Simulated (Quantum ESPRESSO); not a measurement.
# Al2Cl in Quantum ESPRESSO: the effect of functional

Crystal: Al2Cl.

```
CELL_PARAMETERS angstrom
3.78917 0.00000 0.00000
0.00000 3.78917 0.00000
0.00000 0.00000 4.76684
ATOMIC_POSITIONS crystal
Al 0.50000 0.00000 0.34803
Al 0.00000 0.50000 0.34803
Cl 0.00000 0.00000 0.38485
```

The cell was built by a generator and needn't be a form met in nature.

Alike in all runs:

* Program: Quantum ESPRESSO 7.5
* Task: phonons
* Potentials or basis: PseudoDojo 0.4.1 SR PBE standard
* Cutoff: 789 eV
* Density cutoff: 3157 eV
* k mesh: 6 × 6 × 4, shifted
* Occupations: fermi-dirac, width 0.05 eV
* Spin: no spin polarisation

Each run relaxes the cell or the atoms first.

| functional | relaxed volume (Å³/atom) | highest phonon frequency (cm⁻¹) |
| --- | --- | --- |
| BLYP | 27.44 | 271 |
| AM05 | 23.64 | 346 |
| RPBE | 27.49 | 322 |
| vdW-DF-cx | ? | ? |

What does the run with functional vdW-DF-cx give?

Relaxed volume 23.78 Å³/atom; highest phonon frequency 152 cm⁻¹.

Caveats: the mesh is thin for the phonons of a metal; the potentials were made for another functional, which shifts forces and pressure; some modes are imaginary; an odd number of electrons without spin polarisation forces a metal; a magnetic or distorted state may lie lower; the layers were relaxed without a dispersion term, so their spacing and the soft interlayer modes are unreliable (some runs); the volume moved by over 15 % at a fixed basis, so the end points are rough (some runs).
